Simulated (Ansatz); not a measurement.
**Ni (Nickel): properties at the relaxed cell**

An exercise on one series of results from a longer session: the logs are not shown, and one member is left open.

Computed with Ansatz 0.2.0 (DFT r2SCAN, scalar-relativistic, plane waves, PAW, unless a step's input says otherwise).

2 further runs of the same task are left out: 2 set aside as unsound or not needed.

## The structure to begin with

It takes space group Fm-3m (No. 225, cubic). The conventional cell has a = 3.479 Å, b = 3.479 Å, c = 3.479 Å, α = 90.00°, β = 90.00°, γ = 90.00°. Ni (site symmetry m-3m) has 12 Ni at 2.46 Å as nearest neighbours.

Coordinates:

```
Ni
1.0
     0.00000    1.73934    1.73934
     1.73934    0.00000    1.73934
     1.73934    1.73934    0.00000
Ni
1
Cartesian
  0.0000 0.0000 0.0000
```

This cell was relaxed beforehand with the same method: volume 10.52 Å³/atom, gap on the mesh none (metal), site moments up to 0.8 μB.

The first run:

The input, input.yaml:

```yaml
crystal:
  lattice:
    - [0.0, 1.7393352784, 1.7393352784]
    - [1.7393352784, 0.0, 1.7393352784]
    - [1.7393352784, 1.7393352784, 0.0]
  atoms:
    - { symbol: Ni, position: [0.0, 0.0, 0.0], spin: 0.9 }
basis:
  ecutwfc: 500
kpoints:
  mp_grid: { grid: [20, 20, 20] }
  band_path:
    path:
      - [[0.0, 0.0, 0.0], [0.5, 0.0, 0.5], [0.625, 0.25, 0.625]]
      - [[0.375, 0.375, 0.75], [0.0, 0.0, 0.0], [0.5, 0.5, 0.5], [0.5, 0.25, 0.75], [0.5, 0.0, 0.5]]
    npoints: 14
hamiltonian:
  xc: r2scan
scf:
  occupations: { method: gaussian, width: 0.1 }
  n_extra_bands: 6
output:
  forces: true
  stress: true
  eigenvalues: true
  populations: true
  dos: { projected: true, de: 0.02, nscf_kmesh: { grid: [30, 30, 30] } }
  bader: true
  write_density: true
  write_potential: true
  elf: true
  volumetric_format: npy
magnetization:
  spin_polarized: true
checkpoint:
  read: start.run
  write: ck
  compress: false
  write_wavefunctions: false
  write_every: 100000
```

Launch:

```sh
$ ansatz run input.yaml --threads 1 --pin off --max-ram 2560MiB --backend cpu --events-out ev --progress --plain --runs-dir out
```

Among the steps run: Electronic structure at the relaxed geometry; The cell scaled to 0.97 of its volume; The cell scaled to 1.03 of its volume; Volume × 0.94; Point at V/V0 = 1.06.

One table of the session follows, with a row left open; its other results are not shown here.

It belongs to the step «Fit of the equation of state». 

| volume (Å³/atom) | energy above the lowest point (meV/atom) | pressure (GPa) | largest moment (μB) |
| --- | --- | --- | --- |
| 9.893 | 28.6 | 15.42 | 0.76 |
| 10.208 | 6.8 | 7.06 | 0.79 |
| 10.524 | 0.0 | 0.01 | 0.82 |
| 10.840 | ? | ? | ? |
| 11.155 | 22.9 | -11.00 | 0.85 |

Estimate the missing values for volume (Å³/atom) = 10.840.

Worked estimate for «energy above the lowest point (meV/atom)». A straight line through the neighbours (10.524, 0.0) and (11.155, 22.9) gives 0.0 + (22.9 − 0.0) × (10.840 − 10.524) / (11.155 − 10.524) = 11.5; a parabola fitted to 3 rows on both sides gives 5.4.

**Answer.** energy above the lowest point (meV/atom): 6.0; pressure (GPa): -5.96; largest moment (μB): 0.83. In «energy above the lowest point (meV/atom)» the line misses by +5.5 and the parabola by -0.6.

To keep in mind: The magnetic state reached may not be the lowest one. Warnings in the runs' records: stability check not made.
